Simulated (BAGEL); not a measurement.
**CH4OZn (SMILES [CH3][Zn][OH]): PBE0/cc-pVDZ (density fitting with qzvpp-jkfit)**

Aim: the energy change on altering one bond length of CH4OZn at PBE0/cc-pVDZ (density fitting with qzvpp-jkfit), from 2 runs. 

Program for the calculation: BAGEL 1.2.2.

9 further runs of the same task are left out: 5 that didn't finish, 4 set aside as unsound or not needed.

## 1. Starting point

CH4OZn: 7 atoms, total charge 0, spin state singlet. SMILES: `[CH3][Zn][OH]`. The shape is that of a PBE0-D4/def2-TZVP optimisation.

Bond lengths: C1–Zn2 1.920 Å, Zn2–O3 1.780 Å, C1–H4 1.092 Å, C1–H5 1.092 Å, C1–H6 1.092 Å, O3–H7 0.958 Å. Angles: C1–Zn2–O3 176.0°, Zn2–C1–H4 110.6°, Zn2–C1–H5 110.6°, Zn2–C1–H6 110.6°, Zn2–O3–H7 117.0°, H4–C1–H5 108.4°, H4–C1–H6 108.3°, H5–C1–H6 108.3°.

## 2. The energy at PBE0/cc-pVDZ (density fitting with qzvpp-jkfit)

The input, input.json:

```json
{ "bagel": [

{
  "title": "molecule",
  "basis": "cc-pvdz.json",
  "df_basis": "qzvpp-jkfit",
  "angstrom": "true",
  "geometry": [
    { "atom": "C", "xyz": [      -0.984000,       0.656300,      -0.330100 ] },
    { "atom": "Zn", "xyz": [       0.573500,      -0.400800,       0.047300 ] },
    { "atom": "O", "xyz": [       2.028700,      -1.399800,       0.276400 ] },
    { "atom": "H", "xyz": [      -1.755800,       0.047700,      -0.805700 ] },
    { "atom": "H", "xyz": [      -0.734800,       1.481900,      -0.999900 ] },
    { "atom": "H", "xyz": [      -1.397000,       1.075000,       0.590000 ] },
    { "atom": "H", "xyz": [       2.330400,      -1.528500,       1.176300 ] }
  ]
},

{ "title": "ks", "xc_func": "pbe0" },

{ "title": "print", "file": "orbitals.molden", "orbitals": "true" }

]}
```

The basis set cc-pVDZ is read from a file made from the Basis Set Exchange's data (not shown).

The run is started by

```bash
$ BAGEL_NUM_THREADS=1 BAGEL input.json > input.out
```

The program printed:

```text
* using 1 threads per process

  ===============================================================
  ===============================================================

  *** Geometry ***

  { "atom" : "C", "xyz" : [     -1.859491,      1.240227,     -0.623799 ] },
  { "atom" : "Zn", "xyz" : [      1.083758,     -0.757402,      0.089384 ] },
  { "atom" : "O", "xyz" : [      3.833687,     -2.645239,      0.522320 ] },
  { "atom" : "H", "xyz" : [     -3.317981,      0.090140,     -1.522552 ] },
  { "atom" : "H", "xyz" : [     -1.388571,      2.800385,     -1.889537 ] },
  { "atom" : "H", "xyz" : [     -2.639947,      2.031456,      1.114938 ] },
  { "atom" : "H", "xyz" : [      4.403818,     -2.888446,      2.222885 ] },

  Number of auxiliary basis functions:      488

  Since a DF basis is specified, we compute 2- and 3-index integrals:
    o Being stored without compression. Storage requirement is 0.032 GB

  Number of basis functions:       91
  Number of electrons      :       48

    * METHOD: MOLECULE                             0.27

  *** Kohn-Sham DFT ***

    * Removing 11116 points whose weight is below 1.00e-10
    * Grid points: 93226

  === Nuclear Repulsion ===
   171.5615288953

       - DIIS with orbital gradients will be used.

  === KS iteration (pbe0 / cc-pvdz.json) ===
      0      -1670.59387541          0.15022625           0.34
      1      -1678.32209500          0.22981019           0.33
      2      -1635.46261877          0.19785387           0.32
      3      -1844.77828797          0.15505464           0.33
      4      -1893.14302022          0.06230559           0.32
      5      -1876.91130078          0.17450462           0.33
      6      -1876.87761289          0.17442556           0.33
      7      -1882.81060781          0.13805226           0.33
      8      -1890.47110299          0.10138296           0.33
      9      -1885.51609861          0.18091809           0.33
     10      -1889.27351143          0.05468240           0.33
     11      -1884.81441980          0.12591086           0.33
     12      -1887.70649056          0.12186236           0.33
     13      -1890.03401352          0.10634701           0.32
     14      -1886.68979840          0.11937495           0.33
     15      -1889.44745484          0.10895202           0.33
     16      -1876.49435581          0.10963106           0.33
     17      -1878.32999754          0.08917977           0.33
     18      -1893.58302663          0.04801776           0.32
     19      -1894.69772732          0.01911848           0.33
     20      -1894.70682002          0.01415993           0.33
     21      -1894.77592199          0.00780163           0.33
     22      -1894.79920862          0.00404224           0.33
     23      -1894.80787768          0.00182270           0.33
     24      -1894.80978836          0.00008549           0.33
     25      -1894.80979100          0.00004764           0.33
     26      -1894.80979149          0.00002107           0.33
     27      -1894.80979164          0.00000442           0.33
     28      -1894.80979165          0.00000103           0.33
     29      -1894.80979165          0.00000064           0.33
     30      -1894.80979165          0.00000010           0.33
     31      -1894.80979165          0.00000002           0.32
     32      -1894.80979165          0.00000001           0.32
     33      -1894.80979165          0.00000000           0.33
    * SCF iteration converged.

    * Permanent dipole moment:
           (    0.367929,    -0.299050,    -0.446489) a.u.

    * METHOD: KS                                  11.64

    * METHOD: PRINT                                0.01

  ===============================================================
```

It took 12 s on 1 thread of Arm Neoverse V2, shared host; peak memory 0.42 GiB.

## 3. The distorted shape at the same level

The input, job.json:

```json
{ "bagel" : [

{
  "title" : "molecule",
  "basis" : "cc-pvdz.json",
  "df_basis" : "qzvpp-jkfit",
  "angstrom" : true,
  "geometry" : [
    { "atom" : "C", "xyz" : [   -1.711623,    1.155816,   -0.444654 ] },
    { "atom" : "Zn", "xyz" : [   -0.154123,    0.098716,   -0.067254 ] },
    { "atom" : "O", "xyz" : [    2.028700,   -1.399800,    0.276400 ] },
    { "atom" : "H", "xyz" : [   -2.483423,    0.547216,   -0.920254 ] },
    { "atom" : "H", "xyz" : [   -1.462423,    1.981416,   -1.114454 ] },
    { "atom" : "H", "xyz" : [   -2.124623,    1.574516,    0.475446 ] },
    { "atom" : "H", "xyz" : [    2.330400,   -1.528500,    1.176300 ] }
  ]
},
{ "title" : "ks", "xc_func" : "pbe0" },
{ "title" : "print", "file" : "orbitals.molden", "orbitals" : true }

]}
```

The basis set cc-pVDZ is read from a file made from the Basis Set Exchange's data (not shown).

The run is started by

```bash
$ BAGEL_NUM_THREADS=1 BAGEL job.json > job.out
```

The program printed:

```text
* using 1 threads per process

  ===============================================================
  ===============================================================

  *** Geometry ***

  { "atom" : "C", "xyz" : [     -3.234499,      2.184176,     -0.840274 ] },
  { "atom" : "Zn", "xyz" : [     -0.291250,      0.186546,     -0.127092 ] },
  { "atom" : "O", "xyz" : [      3.833687,     -2.645239,      0.522320 ] },
  { "atom" : "H", "xyz" : [     -4.692989,      1.034088,     -1.739028 ] },
  { "atom" : "H", "xyz" : [     -2.763579,      3.744334,     -2.106013 ] },
  { "atom" : "H", "xyz" : [     -4.014956,      2.975404,      0.898463 ] },
  { "atom" : "H", "xyz" : [      4.403818,     -2.888446,      2.222885 ] },

  Number of auxiliary basis functions:      488

  Since a DF basis is specified, we compute 2- and 3-index integrals:
    o Being stored without compression. Storage requirement is 0.032 GB

  Number of basis functions:       91
  Number of electrons      :       48

    * METHOD: MOLECULE                             0.27

  *** Kohn-Sham DFT ***

    * Removing 10421 points whose weight is below 1.00e-10
    * Grid points: 93921

  === Nuclear Repulsion ===
   143.9917781546

       - DIIS with orbital gradients will be used.

  === KS iteration (pbe0 / cc-pvdz.json) ===
      0      -1663.30222970          0.14458102           0.34
      1      -1647.96349341          0.21239421           0.33
      2      -1694.30289664          0.29172105           0.32
      3      -1804.91167204          0.22835356           0.33
      4      -1870.11843762          0.12533525           0.33
      5      -1873.64175846          0.13033066           0.33
      6      -1887.71407368          0.11426417           0.33
      7      -1835.07856992          0.18983234           0.33
      8      -1894.07710019          0.02725947           0.33
      9      -1890.52006669          0.07133372           0.33
     10      -1894.46078129          0.02006082           0.32
     11      -1894.65697097          0.01019793           0.32
     12      -1894.68271277          0.00622471           0.33
     13      -1894.70618216          0.00097525           0.33
     14      -1894.70667857          0.00046380           0.33
     15      -1894.70681540          0.00007687           0.33
     16      -1894.70681819          0.00001536           0.33
     17      -1894.70681828          0.00000333           0.33
     18      -1894.70681829          0.00000163           0.33
     19      -1894.70681829          0.00000055           0.33
     20      -1894.70681829          0.00000042           0.33
     21      -1894.70681829          0.00000018           0.32
     22      -1894.70681829          0.00000005           0.33
     23      -1894.70681829          0.00000002           0.33
     24      -1894.70681829          0.00000001           0.33
    * SCF iteration converged.

    * Permanent dipole moment:
           (    1.362028,    -0.970845,    -0.174953) a.u.

    * METHOD: KS                                   8.67

    * METHOD: PRINT                                0.01

  ===============================================================
```

Wall time 9.3 s (1 thread of Arm Neoverse V2, shared host); peak memory 0.42 GiB.

## 4. Summary of results

At PBE0/cc-pVDZ (density fitting with qzvpp-jkfit):

| quantity | value |
| --- | --- |
| first shape: total energy | -1894.80979 Eh |
| first shape: dipole moment | 1.66 D |
| first shape: HOMO energy | -7.69 eV |
| first shape: LUMO energy | -0.28 eV |
| first shape: HOMO–LUMO gap | 7.41 eV |
| distorted shape: total energy | -1894.70682 Eh |
| distorted shape: dipole moment | 4.27 D |
| distorted shape: HOMO energy | -5.83 eV |
| distorted shape: LUMO energy | -2.01 eV |
| distorted shape: HOMO–LUMO gap | 3.82 eV |
| energy change with the Zn2–O3 bond stretched from 1.780 to 2.670 Å | 2.802 eV |

In words: With the Zn2–O3 bond stretched from 1.780 to 2.670 Å the energy rises by 2.80 eV (65 kcal/mol). The first shape isn't relaxed at this level, so the change isn't measured from a minimum. A restricted reference can't describe the breaking bond well at this length.
